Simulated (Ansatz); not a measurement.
# HfPb5O2: the cost of one run

Program: Ansatz 0.2.0. Level of theory: DFT PBE, scalar-relativistic, plane waves, PAW, unless a step names another level. These are calculated values, not measurements.

5 further runs of the same task are left out: 2 that didn't finish, 3 set aside as unsound or not needed. Runs told in other sessions of the task aren't counted.

### Step 1. The system as given

It takes space group P-3m1 (No. 164, trigonal). The conventional cell has a = 3.365 Å, b = 3.365 Å, c = 22.715 Å, α = 90.00°, β = 90.00°, γ = 120.00°. Around Hf (site symmetry -3m) lie 6 O at 2.15 Å. Pb (site symmetry 3m) has 9 Pb at 3.36 to 3.55 Å in its first shell of neighbours. Pb (site symmetry 3m) is surrounded by 12 Pb at 3.36 to 3.71 Å. Around Pb (site symmetry -3m) lie 12 Pb at 3.36 to 3.71 Å. O (site symmetry 3m) has 3 Hf at 2.15 Å in its first shell of neighbours.

Coordinates:

```
CELL_PARAMETERS angstrom
3.36458 0.00000 0.00000
-1.68229 2.91381 0.00000
0.00000 0.00000 22.71530
ATOMIC_POSITIONS crystal
Hf 0.00000 0.00000 0.00000
Pb 0.00000 0.00000 0.22992
Pb 0.00000 0.00000 0.77008
Pb 0.66667 0.33333 0.63904
Pb 0.33333 0.66667 0.36096
Pb 0.00000 0.00000 0.50000
O 0.66667 0.33333 0.95957
O 0.33333 0.66667 0.04043
```

It came out lowest among 26 distinct ends of the trial cells. At a tolerance of 0.05 Å it has space group P-3m1 (No. 164).

### Step 2. Tight relaxation for the response runs, on the response runs' mesh and smearing

File input.yaml:

```yaml
crystal:
  lattice:
    - [3.3645756021, 0.0, 0.0]
    - [-1.6822878011, 2.9138079444, 0.0]
    - [0.0, 0.0, 22.7152976433]
  atoms:
    - { symbol: Hf, position: [0.0, 0.0, 0.0] }
    - { symbol: Pb, position: [0.0, 0.0, 0.2299214042] }
    - { symbol: Pb, position: [0.0, 0.0, 0.7700785958] }
    - { symbol: Pb, position: [0.6666666667, 0.3333333333, 0.639035611] }
    - { symbol: Pb, position: [0.3333333333, 0.6666666667, 0.360964389] }
    - { symbol: Pb, position: [0.0, 0.0, 0.5] }
    - { symbol: O, position: [0.6666666667, 0.3333333333, 0.9595676314] }
    - { symbol: O, position: [0.3333333333, 0.6666666667, 0.0404323686] }
basis:
  ecutwfc: 420
kpoints:
  mp_grid: { grid: [12, 12, 2] }
hamiltonian:
  xc: pbe
scf:
  occupations: { method: gaussian, width: 0.1 }
output:
  forces: true
  stress: true
  eigenvalues: true
relax:
  adjacent_minimum: "off"
  f_tol: 0.001
  max_steps: 60
  cell: { stress_tol: 0.01 }
```

On the command line:

```sh
$ ansatz run input.yaml --threads 3 --pin off --max-ram 7680MiB --backend cpu --events-out ev --progress --plain --runs-dir out
```

What time and memory should one allow on 3 threads of AMD EPYC 7R43 (Zen 3), shared host?

About 62 s, with a peak of 0.9 GiB.
